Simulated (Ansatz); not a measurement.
Here is an Ansatz input file for TiSi, space group Cmmm. Write the same calculation for the Python package.

```yaml
crystal:
  lattice:
    - [1.816178, -2.117624, 0.0]
    - [1.816178, 2.117624, 0.0]
    - [0.0, 0.0, 3.803934]
  atoms:
    - { symbol: Ti, position: [0.5, 0.5, 0.0] }
    - { symbol: Si, position: [0.0, 0.0, 0.5] }
kpoints:
  mp_grid: { grid: [8, 8, 6] }
hamiltonian:
  xc: lda
scf:
  occupations: { method: fermi_dirac, width: 0.1 }
output:
  write_density: true
  write_potential: true
  volumetric_format: npy
  elf: true
  bader: true
  eigenvalues: true
```

The program run on that file:
```console
$ ansatz run input.yaml --threads 1 --pin off --max-ram 3072MiB --backend cpu --events-out ev --progress --plain --runs-dir out
Engine: ansatz 0.2.0, x86_64-unknown-linux-gnu
Pseudopotentials: kind: paw
Pseudopotential: Ti, paw, valence charge 12, recommended cutoff 420 eV (normal), Ti.paw.azcp
Pseudopotential: Si, paw, valence charge 4, recommended cutoff 420 eV (normal), Si.paw.azcp
Functional definition: SPW92
  exchange = slater_x
  correlation = pw_c
Crystal: 2 atoms, lattice volume = 29.260 Å³
Basis set: ecut = 420 eV, 573 PW (Γ)
Bands: 12, of which v1, the nominal top of the filled ones, is band 8 counted from 1 (7 counted from 0)
Symmetry: 8 space group operations
Space group: Cmmm (ITA 65), of the structure as read, at distance tolerance 3.1e-5 Å
k-points: 84 of 384
Non-local potential: Ti, projectors of the file, l = 0: 3, l = 1: 2, l = 2: 3, l = 3: 1
Non-local potential: Si, projectors of the file, l = 0: 2, l = 1: 2, l = 2: 2
PAW form: soft (Blöchl's): semilocal exchange-correlation on the pseudo side does not see the compensation charge
PAW frozen core: Ti, regenerated for the run's functional, and the local potential with it (the file was generated under x = pbe(κ = 0.804, μ = 0.2195149727645171), c = pbe(β = 0.06672455060314922))
PAW frozen core: Si, regenerated for the run's functional, and the local potential with it (the file was generated under x = pbe(κ = 0.804, μ = 0.2195149727645171), c = pbe(β = 0.06672455060314922))
PAW one-centre angular grid: Ti, 590 points (default); XC on 64 Gauss nodes
PAW one-centre angular grid: Si, 110 points (default); XC on 64 Gauss nodes
Initial density: superposition of atomic densities (neutral atoms: chi_scale 0, normalization atom), corrected by the library's trained network
Initial wavefunctions: pseudopotential atomic-orbital guess
Functional: x = slater, c = lda
SCF iter   1: F=—  HF=-3060.186206 eV  |F-HF|=—  |Δ(HF+E_count)|=         —  Δρ=6.56e-3  dr2=6.67e-3  ethr=1.77e-3  ⟨swp⟩=5.0  Hψ=5405  notcnv=0
preconditioner: auto → none  [metal: Δε(μ)=0.030 eV  Ē_g=6.145 eV  σ=0.100 eV  W_gap=0.07  n_scr=6 (ndim 8)  ℏωp=19.4 eV  f_vac=0.000  D(μ)=1.33/eV (n_scr^D=14)  sad-step TF]
SCF iter   2: F=—  HF=-3060.184599 eV  |F-HF|=—  |Δ(HF+E_count)|=   1.61e-3  Δρ=3.50e-3  dr2=2.03e-3  ethr=4.17e-5  ⟨swp⟩=1.0  Hψ=1684  notcnv=0
SCF iter   3: F=—  HF=-3060.184095 eV  |F-HF|=—  |Δ(HF+E_count)|=   5.03e-4  Δρ=3.08e-4  dr2=1.49e-5  ethr=1.27e-5  ⟨swp⟩=2.0  Hψ=1326  notcnv=0
SCF iter   4: F=—  HF=-3060.184095 eV  |F-HF|=—  |Δ(HF+E_count)|=   4.69e-8  Δρ=4.30e-5  dr2=4.08e-7  ethr=9.33e-8  ⟨swp⟩=2.5  Hψ=1691  notcnv=0
iter 5 did not close the SCF: its close was put off for the readings that it lacked (scf_convergence_deferred on its scf_iter line)
SCF iter   5: F=-3060.184095 eV  HF=-3060.184095 eV  |F-HF|=5.77e-10  |Δ(HF+E_count)|=   9.01e-8  Δρ=5.74e-6  dr2=5.94e-9  ethr=2.55e-9  ⟨swp⟩=2.0  Hψ=1613  notcnv=0
SCF iter   6: F=-3060.184095 eV  HF=-3060.184095 eV  |F-HF|=6.49e-10  |Δ(HF+E_count)|=   1.67e-9  Δρ=1.40e-6  dr2=9.13e-10  ethr=3.71e-11  ⟨swp⟩=1.0  Hψ=3042  notcnv=0
the search or the solves at the SCF's close seem to have found levels that the self-consistency loop had missed (the run counts 1). By its estimate they hold under 1e-12 electrons; where the run keeps them, the occupations were computed again with them
SCF 1 converged in 6 iterations: F = -3060.184095 eV  dr2 = 9.13e-10
  greatest PAW one-centre occupation: 0.999 electrons in one spin orbital (limit 2), on the Ti atom at site 0 (counted from 0), in its partial waves of l = 0
SCF converged after 6 iterations
Free energy (F): -3060.184095 eV
Harris-Foulkes:  -3060.184095 eV  (|F-HF|=6.49e-10)
Internal energy: -3060.139747 eV  (E = F + TS)
E sigma→0 (E₀):  -3060.161921 eV
Entropy (-TS):   -0.044348 eV (-22.174 meV/atom)
Fermi energy:    13.090126 eV
--- Per-component energies (eV) ---
  E_band       = -130.051330
  E_kinetic    = 316.576268
  E_local      = -964.159274  (includes V_loc(G=0)·N_el)
  E_nonlocal   = 38.897994
  E_hartree    = 412.632471
  E_xc         = -153.474007
  E_vxc        = -171.413994  (∫ρ·V_xc dr)
  E_paw        = -1485.486142  (= ΣΔE_a)
  E_vpaw       = -175.217471  (= ΣTr[D̂ρ^β])
  E_aug_tail   = 0.000120  (compensation charges beyond the density's cutoff)
  E_ewald      = -1225.537457
  E_core_change = 0.410281  (= ΣΔE_core)
  E_smearing   = -0.044348  (= −TS)
  E_closure    = 0.000000  (closes the sum)
  Σ components = -3060.184095   (vs F -3060.184095, Δ=0.00e0)
--- Band table (eV; the first three rows and the last of 84) ---
  k-point 0: bands = ["-43.0306", "-19.7492", "-19.3299", "-19.2294", "1.4386", "10.6957", "11.4865", "11.9601", "14.7220", "15.3627", "15.9226", "18.2244"]
  k-point 1: bands = ["-43.0301", "-19.7603", "-19.3294", "-19.2290", "1.6973", "9.2379", "12.0288", "12.4983", "14.3769", "15.1713", "15.9412", "18.9402"]
  k-point 2: bands = ["-43.0291", "-19.7825", "-19.3285", "-19.2282", "2.3450", "7.5100", "12.1746", "13.3194", "13.8740", "14.8568", "15.9791", "20.4125"]
  k-point 83: bands = ["-42.8889", "-19.7940", "-19.7111", "-19.6403", "8.2871", "9.2851", "9.7467", "9.9374", "15.1830", "15.7442", "15.8263", "17.1205"]
--- Bader charges: 2 sites ---
  site symbol  charge [e]  shift [e]
     0     Ti      0.8779     0.0044
     1     Si     -0.8779     0.0044
  estimated error of the sums over rays = 6.2e-4 e
```

Script `tisi.py`:
```python
from pathlib import Path

import ansatz as az
from ase import Atoms
import numpy as np
import pandas as pd

SETTINGS = {
    'kmesh': (8, 8, 6),
    'filling': 'fermi_dirac',
    'sigma': 0.1,
}

atoms = Atoms(
    ['Ti', 'Si'],
    scaled_positions=[
        [0.5, 0.5, 0.0],
        [0.0, 0.0, 0.5],
    ],
    cell=[
        [1.816178, -2.117624, 0.0],
        [1.816178, 2.117624, 0.0],
        [0.0, 0.0, 3.803934],
    ],
    pbc=True,
)
crystal = az.Crystal.from_ase(atoms)

base = (
    crystal.calculation()
    .functional(az.Functional.LDA)
    .kpoints(*SETTINGS['kmesh'])
    .occupations(SETTINGS['filling'], width=SETTINGS['sigma'])
    .compute(density=True, potential=True, electron_localization_function=True, output_files={'volumetric_format': 'npy'}, bader_charges=True, band_table=True)
)
session = base.session()
planned = session.plan(threads=1)
outcome = planned.execute()
data = outcome.report

for key in ('converged', 'n_iterations', 'n_electrons', 'n_kpoints', 'n_pw', 'n_symmetry_ops', 'free_energy_ev', 'fermi_energy_ev'):
    print(f'{key:18s} {data[key]}')

folder = Path(outcome.write_results('fields'))
print('densities in e/A^3, potentials in eV, ELF without unit')
for name in sorted(p.name for p in folder.glob('*.npy')):
    field = np.load(folder / name)
    print(f'{name:16s} {str(field.shape):16s} min {field.min():10.4f}  mean {field.mean():10.4f}  max {field.max():10.4f}')

basins = outcome.bader_charges()
frame = pd.DataFrame([(a.symbol, a.partial_charge_e, a.basin.volume_ang3) for a in basins.atoms], columns=['atom', 'charge (e)', 'volume (A^3)'])
print(frame.round(3).to_string())
print('sum of charges', round(frame['charge (e)'].sum(), 4), ' sum of volumes', round(frame['volume (A^3)'].sum(), 3))

fermi = data['fermi_energy_ev']
print('levels less the Fermi level (eV) at the first k-points')
for k, levels in list(zip(data['kpoints_frac'], data['eigenvalues_ev']))[:6]:
    print('k = ({:.3f}, {:.3f}, {:.3f})'.format(*k))
    print('   ', ' '.join(f'{e - fermi:.3f}' for e in levels))

problems = list(data['published_state_doubts'])
if not data['converged'] or data.get('closed_by') != 'deck_thresholds':
    problems.append('loop closed by ' + str(data.get('closed_by')))
print('accepted' if not problems else f'check before use: {problems}')

print(base.to_python())
```

Running `python tisi.py` prints:
```text
DeckWarning: basis.ecutwfc = 420 eV, auto-derived from the records' recommended cutoffs: set by Ti (normal level)
converged          True
n_iterations       6
n_electrons        16.0
n_kpoints          84
n_pw               573
n_symmetry_ops     8
free_energy_ev     -3060.184095311217
fermi_energy_ev    13.090125500903666
densities in e/A^3, potentials in eV, ELF without unit
elf.npy          (20, 20, 27)     min     0.0065  mean     0.4214  max     0.8181
rho.npy          (20, 20, 27)     min     0.0452  mean     0.5468  max    10.2159
v_es.npy         (20, 20, 27)     min   -56.2580  mean     4.6897  max    15.5180
v_tot.npy        (20, 20, 27)     min   -78.0530  mean    -6.9691  max     6.4190
  atom  charge (e)  volume (A^3)
0   Ti       0.878        11.423
1   Si      -0.878        17.837
sum of charges 0.0  sum of volumes 29.26
levels less the Fermi level (eV) at the first k-points
k = (0.000, 0.000, 0.000)
    -56.121 -32.839 -32.420 -32.320 -11.652 -2.394 -1.604 -1.130 1.632 2.273 2.832 5.134
k = (0.000, 0.000, 0.167)
    -56.120 -32.850 -32.420 -32.319 -11.393 -3.852 -1.061 -0.592 1.287 2.081 2.851 5.850
k = (0.000, 0.000, 0.333)
    -56.119 -32.873 -32.419 -32.318 -10.745 -5.580 -0.916 0.229 0.784 1.767 2.889 7.322
k = (0.000, 0.000, -0.500)
    -56.119 -32.884 -32.418 -32.318 -10.296 -6.417 -0.838 0.539 0.583 1.632 2.910 7.036
k = (0.000, 0.125, 0.000)
    -56.110 -32.829 -32.475 -32.345 -11.339 -2.160 -1.826 -1.166 1.899 2.361 2.500 3.590
k = (0.000, 0.125, 0.167)
    -56.110 -32.839 -32.474 -32.344 -11.094 -3.650 -1.106 -0.805 1.507 2.010 2.568 4.247
accepted
(
    az.Lattice.of(((1.816178, -2.117624, 0.0), (1.816178, 2.117624, 0.0), (0.0, 0.0, 3.803934)))
    .atom("Ti", (0.5, 0.5, 0.0))
    .atom("Si", (0.0, 0.0, 0.5))
    .calculation()
    .kpoints(8, 8, 6)
    .functional("lda")
    .occupations(method="fermi_dirac", width=0.1)
    .density()
    .potential()
    .output_files(volumetric_format="npy")
    .electron_localization_function()
    .bader_charges()
    .band_table(publish=True)
)
```
(Warnings from the package without file and line.)

Notes:
- Total energies depend on the potentials; only differences at equal settings carry meaning. A total without «per atom» is that of the cell as typed.
- The computed bands are complete only to about 2.1 eV above the Fermi level.
- The mesh is modest for a metal, so energies can be off by several to tens of meV an atom and pressures by half a GPa or more; differences at equal mesh fare better.
- An absolute Fermi energy rests on an arbitrary zero of the periodic potential and has no direct meaning.
- Bader volumes count only the part of each basin above a small density, so their sum can fall short of the cell.
- Grid values close to the nuclei reflect the PAW or pseudopotential construction, not the all-electron fields.
- The structure comes from a database of computed cells and needn't be a stable or known phase.
- Gaps and levels are Kohn-Sham values on a finite set of k-points.
- The whole script took 14 s on 1 thread of Intel(R) Xeon(R) Platinum 8488C (Sapphire Rapids) (shared host), peak memory 0.45 GiB.

(Lines on the test bed's own set-up are left out of the output.)
